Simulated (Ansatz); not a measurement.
## Cl₂GeH₄Si, SMILES [SiH3][GeH]([Cl])[Cl]: vertical energies of changing the electron count, step by step

Program: the Python package of Ansatz (0.2.0).

Run as a notebook:

```python
import ansatz


def energy_of(molecule, charge=0, unpaired=0):
    calc = (
        molecule.calculation()
        .basis(gaussian="def2-SVPD")
        .functional("b3lyp")
    )
    if charge:
        calc = calc.charge(charge)
    if unpaired:
        calc = calc.spin("collinear", total=unpaired)
    return calc.run().report["free_energy_ev"]

cl2geh4si = (
    ansatz.Crystal.molecule()
    .atom("Si", (-0.6091, 0.9788, -0.0614))
    .atom("Ge", (0.4513, -1.002, 0.0664))
    .atom("Cl", (1.7005, -0.9942, 1.8009))
    .atom("Cl", (1.734, -1.2702, -1.713))
    .atom("H", (-1.4725, 1.2094, 1.1163))
    .atom("H", (0.3243, 2.1286, -0.1831))
    .atom("H", (-1.4976, 1.0249, -1.257))
    .atom("H", (-0.5388, -2.1325, 0.1752))
)
```

```python
parent = energy_of(cl2geh4si, 0, 0)
cation = energy_of(cl2geh4si, 1, 1)
print(f"E(N)   = {parent:.5f} eV")
print(f"E(N-1) = {cation:.5f} eV  (1 unpaired)")
print(f"vertical ionisation energy {cation - parent:.3f} eV")
anion = energy_of(cl2geh4si, -1, 1)
print(f"E(N+1) = {anion:.5f} eV  (1 unpaired)")
print(f"vertical electron affinity {parent - anion:.3f} eV" + ("" if anion < parent else " (unbound in this basis)"))
print(f"fundamental gap IP - EA = {cation + anion - 2 * parent:.3f} eV")
```

    E(N)   = -89494.07335 eV
    E(N-1) = -89483.67315 eV  (1 unpaired)
    vertical ionisation energy 10.400 eV
    E(N+1) = -89493.96764 eV  (1 unpaired)
    vertical electron affinity -0.106 eV (unbound in this basis)
    fundamental gap IP - EA = 10.506 eV

At this unrelaxed geometry removing an electron costs 10.40 eV and an added one is unbound in this basis (by 0.11 eV).

What to keep in mind:
- Total energies depend on the basis set; only differences at equal settings carry meaning.
- The geometry is a force-field or estimated start, not a minimum of this method, and the basis set is short of its limit. All parts are taken at fixed geometry, without zero-point energy. At an unrelaxed start these energies can be a whole eV from those at the minimum, and a small affinity can change sign.
- b3lyp holds the VWN-RPA fit, as in Gaussian; the form of ORCA and Turbomole is b3lyp5.
- A negative electron affinity means that the anion is unbound here; its size hangs on the basis and tends to about zero as the basis grows, and so does its part in any gap built on it.
- Hardware and time: 81 s on 1 thread of Arm Neoverse V2, with other jobs on the host, peak memory 0.71 GiB.

(Lines on the test bed's own set-up are left out of the output.)
